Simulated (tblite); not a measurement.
# C8H14OSi: the cost of one run

Computed with tblite 0.8.0 and PySCF 2.14.0, with density-fitted response routines of our own, on a single molecule in the gas phase. Atoms count from 0, in the outputs and in this text.

## 1. Starting geometry

24 atoms, charge 0, multiplicity 1; geometry from: force field or distance geometry start.

Bonds of the start (Å): C0–O1 1.42, O1–C2 1.36, C2–C3 1.34, C3–C4 1.51, C4–C5 1.52, C4–C6 1.60, C6–C7 1.35, C7–Si8 1.85, Si8–C9 1.87, C9–C6 1.56, C0–H10 1.09, C0–H11 1.09, C0–H12 1.09, C2–H13 1.08, C3–H14 1.09, C4–H15 1.10, C5–H16 1.10, C5–H17 1.10, C5–H18 1.10, C7–H19 1.09, Si8–H20 1.50, Si8–H21 1.49, C9–H22 1.11, C9–H23 1.10.

## 2. Geometry optimisation with GFN2-xTB

Job settings and geometry (Å):

```
{"job": {"kind": "relax", "xc": "GFN2-xTB", "basis": "xTB"}, "charge": 0, "multiplicity": 1}
C      3.489500     0.609800    -1.768000
O      2.629600     0.256000    -0.689500
C      1.859300    -0.833200    -0.967700
C      0.724500    -1.105800    -0.312600
C      0.147600    -0.298300     0.828500
C      0.156300    -1.084500     2.126600
C     -1.335400     0.161300     0.455900
C     -2.493400    -0.532900     0.362700
Si    -3.563300     0.899000    -0.113900
C     -1.840500     1.590500     0.108300
H      4.032400     1.509700    -1.483900
H      4.199300    -0.186600    -1.976500
H      2.886100     0.842300    -2.651600
H      2.218800    -1.464300    -1.772100
H      0.164300    -1.993300    -0.588000
H      0.729400     0.621300     0.983700
H      1.185800    -1.347700     2.418200
H     -0.419900    -2.016500     2.053200
H     -0.271400    -0.488000     2.949200
H     -2.722300    -1.589000     0.507200
H     -4.556300     1.281100     0.938100
H     -4.070000     0.832800    -1.511100
H     -1.744200     2.338900     0.919300
H     -1.417800     2.017000    -0.808400
```

Launch:

```
OMP_NUM_THREADS=1 python probes_run.py task.json out
```

This one command runs all jobs of the session in turn.

Q: Estimate the wall time of this first job on 1 thread of Arm Neoverse N1, shared host.

About 3.7 s.
